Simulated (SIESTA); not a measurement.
MgZn3S4:

```xyz
8
Lattice="5.4548 0.0000 0.0000 0.0000 5.4548 0.0000 0.0000 0.0000 5.4548" Properties=species:S:1:pos:R:3 pbc="T T T"
Zn    2.7274    0.0000    0.0000
Zn    0.0000    2.7274    0.0000
Zn    0.0000    0.0000    2.7274
S     1.3291    1.3291    1.3291
S     1.3291    4.1257    4.1257
S     4.1257    1.3291    4.1257
S     4.1257    4.1257    1.3291
Mg    2.7274    2.7274    2.7274
```

The cell comes from a database or a generator and needn't be the stable form of this composition.

```yaml
Program: SIESTA 5.4.2
Task: single point
Functional: PBEsol
Potentials_or_basis: PseudoDojo 0.4 standard (PBEsol files)
Basis: DZP (energy shift 0.003 Ry; two zetas on semicore shells)
Grid_cutoff: 800 Ry
Energy_shift: 0.003 Ry
k_mesh: 5 × 5 × 5
Occupations: fermi-dirac, width 0.05 eV
Spin: no spin polarisation
```

On this cell: pressure -0.1 GPa; largest force 0.146 eV/Å; band gap on the k mesh 2.52 eV, direct.

The same run follows on a disturbed copy (atoms moved at random, drawn with an rms of 0.05 Å):

```
Zn S Mg
1.0
     5.45480    0.00000    0.00000
     0.00000    5.45480    0.00000
     0.00000    0.00000    5.45480
Zn S Mg
3 4 1
Direct
  0.50173 0.99561 0.00414
  0.00425 0.49994 0.99513
  0.00757 0.99801 0.49818
  0.23516 0.24691 0.24724
  0.24045 0.75298 0.75438
  0.76582 0.24525 0.76318
  0.75643 0.75530 0.23909
  0.49876 0.50706 0.50778
```

Q: What does the disturbed cell give?

A: The energy moves by +9.9 meV/atom; pressure 0.1 GPa; largest force 0.674 eV/Å; band gap on the k mesh 2.47 eV, direct.

Forces in eV/Å, atoms in the order of the input:
```
Zn  -0.174  0.358 -0.107
Zn  -0.138  0.044  0.296
Zn  -0.461  0.044  0.032
S    0.603 -0.085 -0.190
S    0.122  0.482  0.335
S   -0.455 -0.366 -0.336
S    0.184 -0.004  0.246
Mg   0.323 -0.469 -0.272
```

Stress tensor (GPa, compression positive):
```
 0.11 -0.07 -0.04
-0.07  0.14 -0.53
-0.04 -0.53  0.15
```

Caveats: short orbitals over semicore shells can move pressures by several GPa; the valence orbitals were made in a potential fitted to the semicore shell under them, which widens gaps by tenths of an eV or more; the basis of atomic orbitals isn't converged, which shifts pressures, moduli and gaps.

